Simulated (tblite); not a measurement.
# C5H7NO2Si: the cost of one run

Computed with tblite 0.8.0 and PySCF 2.14.0, with density-fitted response routines of our own, on a single molecule in the gas phase. Atoms count from 0, in the outputs and in this text.

## (1) The molecule as given

16 atoms, charge 0, multiplicity 1; geometry from: force field or distance geometry start.

Bonds of the start (Å): C0–C1 1.51, C1–C2 1.35, C2–C3 1.45, C3–N4 1.16, C2–O5 1.38, O5–Si6 1.72, Si6–C7 1.86, C7–O8 1.20, C0–H9 1.12, C0–H10 1.12, C0–H11 1.10, C1–H12 1.09, Si6–H13 1.49, Si6–H14 1.49, C7–H15 1.09.

## (2) Optimising the geometry with GFN2-xTB

What the job is given:

```
{"job": {"kind": "relax", "xc": "GFN2-xTB", "basis": "xTB"}, "charge": 0, "multiplicity": 1}
C     -2.115400    -1.074000    -0.200800
C     -1.892400     0.401500    -0.416200
C     -0.633800     0.859900    -0.588600
C     -0.508300     2.292800    -0.791000
N     -0.415600     3.441700    -0.934200
O      0.459100     0.025600    -0.604200
Si     1.401000    -0.391700     0.776600
C      3.179800    -0.384200     0.217500
O      3.915500     0.545900     0.429200
H     -3.225900    -1.253200    -0.199000
H     -1.790300    -1.382200     0.830700
H     -1.579800    -1.670400    -0.948900
H     -2.737300     1.082500    -0.394600
H      1.159900    -1.790700     1.226700
H      1.225200     0.567700     1.902900
H      3.550500    -1.262500    -0.317600
```

Run with:

```sh
$ OMP_NUM_THREADS=1 python probes_run.py task.json out
```

This one command runs all jobs of the session in turn.

**Question.** How long does this first job take on 1 thread of Arm Neoverse V1, shared host, and how much memory does it need?

About 2.1 s, with a peak of 0.16 GiB.
